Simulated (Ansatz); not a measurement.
# CH7BSi2: the cost of one run

The runs use Ansatz 0.2.0, Gaussian basis; the settings change from run to run.

### 1 The geometry

The geometry comes from an earlier relaxation with PBE0-D4/def2-TZVP; it is a stationary point, not always the lowest conformer.

11 atoms, charge 0, spin multiplicity 1.

Atoms are counted from 1 here; the program's logs count them from 0.

Bond lengths: Si1–C2 1.871 Å, Si1–H5 1.486 Å, Si1–H6 1.488 Å, Si1–H7 1.485 Å, C2–B3 1.510 Å, C2–Si4 1.919 Å, C2–H8 1.093 Å, B3–Si4 1.938 Å, B3–H9 1.187 Å, Si4–H10 1.481 Å, Si4–H11 1.484 Å. Angles: C2–Si1–H5 110.4°, C2–Si1–H6 109.4°, C2–Si1–H7 110.7°, H5–Si1–H6 108.6°, H5–Si1–H7 109.3°, H6–Si1–H7 108.3°, Si1–C2–B3 118.3°, Si1–C2–Si4 104.4°, Si1–C2–H8 106.9°, B3–C2–Si4 67.6°, B3–C2–H8 121.9°, Si4–C2–H8 134.0°, C2–B3–Si4 66.3°, C2–B3–H9 137.5°, Si4–B3–H9 149.9°, C2–Si4–B3 46.1°, C2–Si4–H10 111.5°, C2–Si4–H11 119.5° and more.

### 2 LC-wPBE/aug-pcseg-2

Input file in.yaml:

```yaml
crystal:
  periodic: [false, false, false]
  atoms:
    - {symbol: Si, position_ang: [-0.972019, 1.065501, -0.437867]}
    - {symbol: C, position_ang: [-0.413284, -0.528919, 0.367119]}
    - {symbol: B, position_ang: [0.661325, -0.458735, 1.425788]}
    - {symbol: Si, position_ang: [1.339647, -0.837890, -0.349358]}
    - {symbol: H, position_ang: [-1.499880, 0.800770, -1.801153]}
    - {symbol: H, position_ang: [-2.053930, 1.678001, 0.379743]}
    - {symbol: H, position_ang: [0.152072, 2.032595, -0.525058]}
    - {symbol: H, position_ang: [-1.303279, -1.151007, 0.489128]}
    - {symbol: H, position_ang: [0.738486, -0.584349, 2.603657]}
    - {symbol: H, position_ang: [1.673864, 0.143002, -1.406760]}
    - {symbol: H, position_ang: [1.742297, -2.216070, -0.724639]}
basis:
  gaussian: {orbitals: aug-pcseg-2}
hamiltonian: {xc: {name: LC-wPBE}}
output: {forces: true}
```

Command:

```sh
> ansatz run in.yaml --threads 2 --pin off --events-out ev --progress --plain --max-ram 4352MiB
```

**Question.** How long does this run take on 2 threads of Arm Neoverse V1, shared host, and how much memory does it need?

About 16 s, with a peak of 1.2 GiB.
